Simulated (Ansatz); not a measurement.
# Au: substituted relatives

One table from this session's results is given with a row withheld; the runs are named, their logs left out.

Program: Ansatz 0.2.0. Level of theory: DFT r2SCAN, scalar-relativistic, plane waves, PAW. These are calculated values, not measurements.

1 further run of the same task is left out (set aside as unsound or not needed).

## Starting point

The structure is orthorhombic, space group Cmcm (No. 63). Conventional cell: a = 2.840 Å, b = 5.101 Å, c = 4.857 Å, α = 90.00°, β = 90.00°, γ = 90.00°. Au (site symmetry m2m) has 12 Au at 2.84 to 2.95 Å as nearest neighbours.

Coordinates:

```xyz
2
Lattice="1.4199 -2.5507 0.0000 1.4199 2.5507 0.0000 0.0000 0.0000 4.8568" Properties=species:S:1:pos:R:3 pbc="T T T"
Au    1.4199   -0.8374    1.2142
Au    1.4199    0.8374    3.6426
```

It goes back to an entry of the Materials Project, which need not be the stable form.

It is the result of an earlier relaxation at this level (volume 17.59 Å³/atom; gap on the mesh: none (metal)).

The first run:

input.yaml reads:

```yaml
crystal:
  lattice:
    - [1.3916379497, -2.4998792103, 0.0]
    - [1.3916379497, 2.4998792103, 0.0]
    - [0.0, 0.0, 4.7600633353]
  atoms:
    - { symbol: Cu, position: [0.6641465054, 0.3358534946, 0.25] }
    - { symbol: Cu, position: [0.3358534946, 0.6641465054, 0.75] }
basis:
  ecutwfc: 500
kpoints:
  mp_grid: { grid: [8, 8, 4] }
hamiltonian:
  xc: r2scan
scf:
  occupations: { method: gaussian, width: 0.1 }
output:
  forces: true
  stress: true
  eigenvalues: true
```

The run is started by

```sh
ansatz run input.yaml --threads 1 --pin off --max-ram 2560MiB --backend cpu --events-out ev --progress --plain --runs-dir out
```

Steps of the session up to this table: Probe: one point at the start (Cu); Rough relaxation on the coarse mesh (Cu); The relaxation (Cu); A first look at the start (Pt); Coarse relaxation (Pt); The relaxation (Pt).

One of the session's tables, all rows but one given; the rest of the session is left out.

It belongs to the step «The crystals compared». Lengths are those of the vectors of the cell that was run:

```
   swap  volume (Å³/atom)  a (Å)  b (Å)  c (Å)
   none             17.59  2.919  2.919  4.857
Au → Ag                 ?      ?      ?      ?
Au → Hg             28.04  3.456  3.456  5.446
Au → Cu             11.46  2.532  2.532  4.130
Au → Pt             15.44  2.735  2.735  4.782
```

Q: Estimate the row for Au → Ag from the others.

The run gave: volume (Å³/atom): 17.34; a (Å): 2.907; b (Å): 2.907; c (Å): 4.744. In the column «volume (Å³/atom)» it lies between Au → Pt (15.44) and none (17.59).

Lengths are those of the computed cell. Rows of earlier swaps come from the sessions before.
